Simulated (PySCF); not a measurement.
# C5H6ClFO: the cost of one run

Computed with PySCF 2.14.0 and routines of our own; the level stands in each step. Atoms count from 0.

## (1) The system as given

14 atoms, charge 0, multiplicity 1; geometry from: GFN2-xTB.

## (2) Optimising the geometry at PBE0-D3(BJ)/def2-SVP

The job: settings as JSON, then the geometry in Å.

```
{"job": {"xc": "PBE0", "basis": "def2-SVP", "d3": "d3bj", "grid": 1, "kind": "geom"}, "charge": 0, "multiplicity": 1}
C     -1.201429     1.360818     0.022256
C     -0.271478     0.199595     0.004246
C     -0.906712    -1.148269     0.065381
C      1.070431     0.348769    -0.057015
Cl     1.817648     1.919791    -0.105902
C      1.988975    -0.779349    -0.083122
O      1.741407    -1.942182    -0.072012
F      3.291377    -0.390749    -0.128997
H     -1.678063     1.423884     1.000723
H     -1.988728     1.212477    -0.715087
H     -0.689287     2.296080    -0.178778
H     -0.710808    -1.702713    -0.851560
H     -0.483837    -1.741578     0.873792
H     -1.980174    -1.057048     0.203908
```

On the command line:

```
$ OMP_NUM_THREADS=1 python excited_run.py task.json out
```

The driver reads the jobs from task.json and runs them one after another.

Q: Estimate the wall time and peak memory of this first job on 1 thread of Arm Neoverse N1, shared host.

About 2.6 min, with a peak of 0.64 GiB.
